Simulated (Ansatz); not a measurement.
Run this with Ansatz 0.2.0 through its Python package and show what comes out.

Script `opt_ch7osbsi.py`:
```python
# -*- coding: utf-8 -*-
"""Minimum-energy structure of CH7OSbSi."""

import itertools
import warnings

import ansatz as az
from ase.data import atomic_numbers, covalent_radii
import numpy as np


def main():
    warnings.simplefilter("ignore", az.DeckWarning)

    geometry_ang = [
        ("C", (0.7782, 2.0036, -0.5541)),
        ("O", (0.7965, 0.7091, -0.1569)),
        ("Sb", (-1.0562, 0.2175, 0.5867)),
        ("Si", (-0.2913, -2.199, 0.7583)),
        ("H", (-0.0332, 2.1659, -1.38)),
        ("H", (0.5025, 2.7263, 0.296)),
        ("H", (1.7403, 2.3502, -0.9778)),
        ("H", (-1.6567, -0.0088, -1.0154)),
        ("H", (0.2924, -2.6037, -0.4472)),
        ("H", (0.5689, -2.3887, 1.9083)),
        ("H", (-1.5761, -3.0294, 1.0027)),
    ]
    mol = az.Crystal.molecule()
    for symbol, xyz in geometry_ang:
        mol = mol.atom(symbol, xyz)

    calculation = (
        mol.calculation()
        .basis(gaussian="def2-SVP")
        .functional("cam_b3lyp")
    )
    symbols = [site.symbol for site in mol.cartesian_sites]
    start = np.array([site.position_ang for site in mol.cartesian_sites], dtype=float)
    def progress(event):
        if event["event"] == "relax_step":
            row = event["data"]
            print(f"step {row['step']:3d}  E = {row['lagrangian_ev']:.6f} eV  largest force component {row['allowed_force_max_ev_ang']:.4f} eV/A")


    data = calculation.relax(force_tolerance=0.01).session().plan().execute(on_event=progress).report
    end = np.array(data["positions_ang"])

    print(f"E = {data['free_energy_ev']:.6f} eV = {data['free_energy_ev'] / 27.211386246:.7f} Ha")
    print("converged:", data["converged"], " doubts:", data["published_state_doubts"] or "none")

    # pairs closer than 1.2 times the sum of covalent radii, before or after
    radius = [covalent_radii[atomic_numbers[s]] for s in symbols]
    span = lambda where, i, j: np.linalg.norm(where[i] - where[j])
    bonded = [(i, j) for i, j in itertools.combinations(range(len(symbols)), 2) if min(span(start, i, j), span(end, i, j)) < 1.2 * (radius[i] + radius[j])]
    print("pair        before    after (A)")
    for i, j in bonded:
        print(f"{symbols[i]}{i}-{symbols[j]}{j}".ljust(10), f"{span(start, i, j):8.4f} {span(end, i, j):8.4f}")
    for first, second in list(itertools.combinations(bonded, 2)):
        shared = set(first) & set(second)
        if shared and symbols[(j := shared.pop())] != "H":
            i, k = sorted((set(first) | set(second)) - {j})
            u, v = end[i] - end[j], end[k] - end[j]
            angle = np.degrees(np.arccos(np.clip(u @ v / np.linalg.norm(u) / np.linalg.norm(v), -1, 1)))
            print(f"final angle {symbols[i]}{i}-{symbols[j]}{j}-{symbols[k]}{k}: {angle:.2f} deg")


if __name__ == "__main__":
    main()
```

`python opt_ch7osbsi.py` gives:
```text
step   1  E = -17605.743508 eV  largest force component 2.2821 eV/A
step   2  E = -17606.049339 eV  largest force component 1.2146 eV/A
step   3  E = -17606.093430 eV  largest force component 0.2565 eV/A
step   4  E = -17606.062827 eV  largest force component 0.4807 eV/A
step   5  E = -17606.110997 eV  largest force component 0.1495 eV/A
step   6  E = -17606.113415 eV  largest force component 0.0399 eV/A
step   7  E = -17606.113590 eV  largest force component 0.0304 eV/A
step   8  E = -17606.113814 eV  largest force component 0.0077 eV/A
step   9  E = -17606.113955 eV  largest force component 0.0262 eV/A
step  10  E = -17606.114000 eV  largest force component 0.0194 eV/A
step  11  E = -17606.114012 eV  largest force component 0.0135 eV/A
step  12  E = -17606.114048 eV  largest force component 0.0050 eV/A
E = -17606.114184 eV = -647.0127624 Ha
converged: True  doubts: none
pair        before    after (A)
C0-O1        1.3542   1.3983
C0-H4        1.1691   1.1082
C0-H5        1.1493   1.1085
C0-H6        1.1069   1.1026
O1-Sb2       2.0560   2.0073
Sb2-Si3      2.5405   2.5822
Sb2-H7       1.7258   1.7266
Si3-H8       1.3992   1.4858
Si3-H9       1.4486   1.4876
Si3-H10      1.5492   1.4908
final angle O1-C0-H4: 112.81 deg
final angle O1-C0-H5: 113.33 deg
final angle O1-C0-H6: 108.41 deg
final angle C0-O1-Sb2: 119.68 deg
final angle H4-C0-H5: 107.40 deg
final angle H4-C0-H6: 107.33 deg
final angle H5-C0-H6: 107.26 deg
final angle O1-Sb2-Si3: 88.26 deg
final angle O1-Sb2-H7: 96.78 deg
final angle Si3-Sb2-H7: 90.96 deg
final angle Sb2-Si3-H8: 110.40 deg
final angle Sb2-Si3-H9: 108.74 deg
final angle Sb2-Si3-H10: 109.35 deg
final angle H8-Si3-H9: 109.88 deg
final angle H8-Si3-H10: 109.68 deg
final angle H9-Si3-H10: 108.76 deg
```

What to keep in mind:
- Total energies depend on the basis set; only differences at equal settings carry meaning.
- The end point is the stationary point reached from this start; no frequency run checks that it is a minimum, and the basis set is modest.
- def2 sets replace the cores of elements past krypton by effective core potentials.
- Wall time of the script: 95 s on 1 thread of Arm Neoverse V1 (shared host), peak memory 0.38 GiB.
